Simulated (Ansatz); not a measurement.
**GeOSe: the band gap up the ladder of functionals**

One table from this session's results is given with a row withheld; the runs are named, their logs left out.

Code: Ansatz 0.2.0. PAW datasets, plane waves. No spin polarisation and no zero-point or thermal motion; the cell was built from a prototype and may be hypothetical.

## The cell

The cell was relaxed beforehand with r2SCAN.

In-plane lattice: a = 3.247 Å, b = 3.247 Å, γ = 120.0°; thickness between the outer nuclei 2.47 Å. Near Ge stand 3 O at 2.07 Å and 3 Se at 2.47 Å; near O stand 3 Ge at 2.07 Å; near Se stand 3 Ge at 2.47 Å.

As a file:

```
CELL_PARAMETERS angstrom
3.24706 0.00000 0.00000
-1.62353 2.81204 0.00000
0.00000 0.00000 28.84124
ATOMIC_POSITIONS crystal
Ge 0.00000 0.00000 0.32053
O 0.33333 0.66667 0.35062
Se 0.66667 0.33333 0.26501
```
Periodic in the plane only; c spans the vacuum.

Set-up of the first run:

Input file input.yaml:

```yaml
crystal:
  lattice:
    - [3.2470623631, 0.0, 0.0]
    - [-1.6235311816, 2.8120384941, 0.0]
    - [0.0, 0.0, 28.8412363048]
  atoms:
    - { symbol: Ge, position: [0.0, 0.0, 0.3205328989] }
    - { symbol: O, position: [0.3333333333, 0.6666666667, 0.350616686] }
    - { symbol: Se, position: [0.6666666667, 0.3333333333, 0.2650100067] }
  periodic: [true, true, false]
kpoints:
  mp_grid: { grid: [12, 12, 1] }
  band_path:
    path:
      - [0, 0, 0]
      - [0.5, 0, 0]
      - [0.3333333333333, 0.3333333333333, 0]
      - [0, 0, 0]
    npoints: 10
hamiltonian:
  xc: pbe
scf:
  occupations: { method: fermi_dirac, width: 0.02 }
  n_extra_bands: 4
output:
  forces: true
  stress: true
  eigenvalues: true
```

Run with:

```bash
$ ansatz run input.yaml --threads 4 --pin off --max-ram 5529MiB --backend cpu --events-out ev --progress --plain --runs-dir out
```

Among the steps run: PBE bands along the symmetry lines; r2SCAN at the same geometry; HSE06; Single point with PBE+SOC; PBE0 at the same geometry; LDA at the same geometry; HSE06+SOC at the same geometry.

One of the session's tables, all rows but one given; the rest of the session is left out.

```
    level  gap (eV)
      PBE     -0.55
   r2SCAN     -0.32
    HSE06     -0.06
  PBE+SOC     -0.40
     PBE0      0.00
      LDA     -0.65
HSE06+SOC         ?
```

Estimate the missing values for HSE06+SOC.

The run gave: gap (eV): 0.16. In the column «gap (eV)» it is the highest.

Meshes: PBE 12×12×1, r2SCAN 12×12×1, HSE06 6×6×1, PBE+SOC 12×12×1, PBE0 6×6×1, LDA 12×12×1, HSE06+SOC 6×6×1.

PBE finds no gap, while HSE06+SOC opens one of up to 0.16 eV: the level of theory decides whether this is called a metal.

Caveats from the session: Warnings in the runs' records: xc potential rough in thin density, stress scf threshold loose, filled band counts differ across k points, stress exchange threshold loose.
